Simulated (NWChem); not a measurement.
# One shape, several levels: B2H6S2 (SMILES [BH2-]1[SH+][BH2-][SH+]1)

Aim: a comparison of 5 runs (HF/def2-SVP, BP86/6-31G, PBE/def2-SVP, PBE/6-31G*, PBE0/def2-SVP) of B2H6S2. 

The calculation is run with NWChem 7.3.0.

**1. The molecule**

B2H6S2 has 10 atoms, charge 0, and is taken as a singlet. SMILES: `[BH2-]1[SH+][BH2-][SH+]1`. The shape is that of a PBE0-D4/def2-TZVP optimisation.

Bond lengths: B1–S2 1.961 Å, S2–B3 1.961 Å, B1–S4 1.961 Å, B3–S4 1.961 Å, B1–H5 1.195 Å, B1–H6 1.198 Å, S2–H7 1.346 Å, B3–H8 1.195 Å, B3–H9 1.198 Å, S4–H10 1.346 Å. Some angles: B1–S2–B3 80.4°, S2–B1–S4 96.7°, S2–B3–S4 96.7°, B1–S4–B3 80.4°, B1–S2–H7 98.6°, B3–S2–H7 98.6°, S2–B1–H5 114.0°, S2–B1–H6 105.9°, S4–B1–H5 114.0°, S4–B1–H6 105.9°.

**2. Energy and forces at HF/def2-SVP (run 1)**

b2h6s2.nw

```
start b2h6s2
title "B2H6S2 hf"
memory total 2200 mb

geometry units angstroms noautosym nocenter noautoz
 B     -0.594400     1.014400    -0.540900
 S     -0.927100    -0.914200    -0.668800
 B      0.179400    -0.879400     0.950000
 S      0.947400     0.902700     0.665900
 H     -0.355500     1.537600    -1.588800
 H     -1.492600     1.459100     0.115100
 H      0.031400    -1.224600    -1.560700
 H      0.990400    -1.755900     1.004200
 H     -0.583700    -0.765100     1.866200
 H      1.887500     0.574300    -0.239100
end

basis spherical bse
 B library def2-SVP
 S library def2-SVP
 H library def2-SVP
end

scf
 thresh 1e-08
 maxiter 80
end

task scf gradient
```

Run with:

```bash
$ nwchem b2h6s2.nw > b2h6s2.out
```

Log:

```text
[...]
  functions       =    94
[...]
  wavefunction    = RHF
[...]
         Total SCF energy =   -847.654025310504
      One-electron energy =  -1566.869082985928
      Two-electron energy =    518.846839234707
 Nuclear repulsion energy =    200.368218440717
        Time for solution =     17.5s
[...]
                         RHF ENERGY GRADIENTS
    atom               coordinates                        gradient
                 x          y          z           x          y          z
   1 B      -1.123253   1.916938  -1.022153    0.008289  -0.010304   0.002431
   2 S      -1.751965  -1.727587  -1.263849   -0.001574   0.008745   0.011950
   3 B       0.339017  -1.661825   1.795240    0.001124   0.007145  -0.011324
   4 S       1.790326   1.705856   1.258369   -0.014201  -0.003445   0.002978
   5 H      -0.671798   2.905643  -3.002397   -0.000840  -0.000442   0.001775
   6 H      -2.820605   2.757299   0.217507    0.001338  -0.001329  -0.000076
   7 H       0.059337  -2.314158  -2.949295    0.005124   0.000494  -0.002038
   8 H       1.871585  -3.318170   1.897663   -0.001521   0.001234   0.000454
   9 H      -1.103033  -1.445829   3.526607    0.000515   0.000709  -0.001684
  10 H       3.566858   1.085270  -0.451833    0.001746  -0.002806  -0.004466
[...]
```

It took 22 s on 1 thread of Intel Xeon Platinum 8259CL at 2.50GHz (Skylake/Cascade Lake), shared host; peak memory 0.1 GiB.

**3. Energy and gradient at BP86/6-31G (run 2)**

b2h6s2.nw

```
start b2h6s2
memory stack 880 mb heap 220 mb global 1100 mb

geometry units angstroms noautosym nocenter noautoz
  B       -0.594400       1.014400      -0.540900
  S       -0.927100      -0.914200      -0.668800
  B        0.179400      -0.879400       0.950000
  S        0.947400       0.902700       0.665900
  H       -0.355500       1.537600      -1.588800
  H       -1.492600       1.459100       0.115100
  H        0.031400      -1.224600      -1.560700
  H        0.990400      -1.755900       1.004200
  H       -0.583700      -0.765100       1.866200
  H        1.887500       0.574300      -0.239100
end

basis spherical bse
  * library 6-31G
end

dft
  xc becke88 perdew86
  grid xfine
  convergence energy 1e-08
  maxiter 100
  mulliken
  print low
end

task dft gradient
```

Run with:

```bash
$ nwchem b2h6s2.nw > b2h6s2.out
```

Log:

```text
[...]
 d= 0,ls=0.0,diis     1   -849.6094166985 -1.05D+03  2.52D-02  4.72D-01     4.5
[...]
 d= 0,ls=0.0,diis    10   -849.6823724718 -1.16D-11  1.24D-07  3.19D-11    35.9
         Total DFT energy =     -849.682372471842
      One electron energy =    -1567.438104760643
           Coulomb energy =      579.257716723885
    Exchange-Corr. energy =      -61.870202875801
 Nuclear repulsion energy =      200.368218440717
[...]
      Total Density - Mulliken Population Analysis
     ---------------------------------------------
    Atom       Charge   Shell Charges
 -----------   ------   -------------------------------------------------------
    1 B    5     5.36   2.00  0.53  1.54  0.61  0.68
    2 S   16    15.87   2.00  2.00  5.97  1.38  3.13  0.54  0.86
    3 B    5     5.36   2.00  0.53  1.54  0.61  0.68
    4 S   16    15.87   2.00  2.00  5.97  1.38  3.13  0.54  0.86
    5 H    1     0.96   0.52  0.44
    6 H    1     0.92   0.52  0.40
    7 H    1     0.89   0.52  0.37
    8 H    1     0.96   0.52  0.44
    9 H    1     0.92   0.52  0.40
   10 H    1     0.89   0.52  0.37
[...]
                         DFT ENERGY GRADIENTS
    atom               coordinates                        gradient
                 x          y          z           x          y          z
   1 B      -1.123253   1.916938  -1.022153    0.013696  -0.019072   0.006777
   2 S      -1.751965  -1.727587  -1.263849    0.028569   0.014408   0.003497
   3 B       0.339017  -1.661825   1.795240   -0.000057   0.014491  -0.019671
   4 S       1.790326   1.705856   1.258369   -0.008267  -0.021247  -0.022714
   5 H      -0.671798   2.905643  -3.002397   -0.000774  -0.000690   0.002021
   6 H      -2.820605   2.757299   0.217507    0.001291  -0.001646   0.000422
   7 H       0.059337  -2.314158  -2.949295   -0.014492   0.007469   0.017006
   8 H       1.871585  -3.318170   1.897663   -0.001670   0.001510   0.000288
   9 H      -1.103033  -1.445829   3.526607    0.000152   0.001163  -0.001793
  10 H       3.566858   1.085270  -0.451833   -0.018448   0.003614   0.014167
[...]
```

Run time: 43 s. Hardware: 1 thread of Intel Xeon Platinum 8259CL at 2.50GHz (Skylake/Cascade Lake), shared host; peak memory 0.14 GiB.

Runs 3 to 4 aren't shown in full; the table further down has their settings and results.

**4. Energy and gradient at PBE0/def2-SVP (run 5)**

sp.nw

```
start sp
memory stack 880 mb heap 220 mb global 1100 mb
charge 0
geometry units atomic noautosym nocenter noautoz
  B   -1.12325321   1.91693818  -1.02215286
  S   -1.75196509  -1.72758762  -1.26384883
  B    0.33901687  -1.66182515   1.79523982
  S    1.79032653   1.70585577   1.25836863
  H   -0.67179764   2.90564289  -3.00239687
  H   -2.82060521   2.75729939   0.21750748
  H    0.05933740  -2.31415861  -2.94929556
  H    1.87158475  -3.31817010   1.89766297
  H   -1.10303314  -1.44582946   3.52660689
  H    3.56685806   1.08526971  -0.45183352
end
basis spherical bse
  B library def2-SVP
  S library def2-SVP
  H library def2-SVP
end
dft
  xc pbe0
  grid fine
  convergence energy 1e-08
  iterations 100
  mulliken
  noprint "final vectors analysis"
end
task dft gradient
```

Run with:

```bash
$ nwchem sp.nw > sp.out
```

Log:

```text
[...]
          Wavefunction type:  closed shell.
          No. of atoms     :    10
          No. of electrons :    48
[...]
          Charge           :     0
          Spin multiplicity:     1
[...]
          AO basis - number of functions:    94
[...]
              XC Information
              --------------
                         PBE0 Method XC Functional
                     Hartree-Fock (Exact) Exchange  0.250
          PerdewBurkeErnzerhof Exchange Functional  0.750
            Perdew 1991 LDA Correlation Functional  1.000 local
           PerdewBurkeErnz. Correlation Functional  1.000 non-local
[...]
 d= 0,ls=0.0,diis     1   -849.0358519867 -1.05D+03  1.01D-02  3.45D-01     3.5
[...]
 d= 0,ls=0.0,diis     8   -849.0884835914 -2.69D-09  4.19D-06  1.31D-07    23.1
         Total DFT energy =     -849.088483591425
      One electron energy =    -1567.417196166388
           Coulomb energy =      579.353999103600
    Exchange-Corr. energy =      -61.393490633520
 Nuclear repulsion energy =      200.368204104882
[...]
  wavefunction    = closed shell
                         DFT ENERGY GRADIENTS
    atom               coordinates                        gradient
                 x          y          z           x          y          z
   1 B      -1.123253   1.916938  -1.022153   -0.001792   0.003403  -0.002070
   2 S      -1.751965  -1.727588  -1.263849    0.004216   0.000828  -0.001113
   3 B       0.339017  -1.661825   1.795240    0.000817  -0.003068   0.003006
   4 S       1.790327   1.705856   1.258369    0.000734  -0.002501  -0.003574
   5 H      -0.671798   2.905643  -3.002397   -0.001291  -0.002463   0.005160
   6 H      -2.820605   2.757299   0.217507    0.004092  -0.002202  -0.002754
   7 H       0.059337  -2.314159  -2.949296   -0.002678   0.001374   0.003131
   8 H       1.871585  -3.318170   1.897663   -0.004032   0.004251  -0.000127
   9 H      -1.103033  -1.445829   3.526607    0.003319  -0.000289  -0.004265
  10 H       3.566858   1.085270  -0.451834   -0.003385   0.000666   0.002605
[...]
```

Wall time 30 s (1 thread of Intel Xeon Platinum 8259CL at 2.50GHz (Skylake/Cascade Lake), shared host); peak memory 0.13 GiB.

**5. Overview of the runs**

```csv
run,level,iteration cap,module,energy (Eh),dipole moment (D),largest force (eV/Å),wall time
1,HF/def2-SVP,80,scf,-847.654025,2.35,0.767,22 s
2,BP86/6-31G,100,dft,-849.682372,–,1.655,43 s
3,PBE/def2-SVP,100,dft,-848.997483,–,0.628,36 s
4,PBE/6-31G* (spherical functions),100,dft,-849.235785,2.29,0.574,64 s
5,PBE0/def2-SVP,100,dft,-849.088484,2.32,0.301,30 s
```

**6. Outcome**

```
                       quantity          value
            run 5: total energy  -849.08848 Eh
           run 5: dipole moment         2.32 D
run 5: largest force on an atom     0.301 eV/Å
```

What this shows: Over runs 1, 4, 5 the dipole moment (its size) runs from 2.29 D (PBE/6-31G*) to 2.35 D (HF/def2-SVP). The two ends differ in method and basis. Totals of different functionals can't be ranked against each other. All runs together took 3.3 min, the longest 64 s.
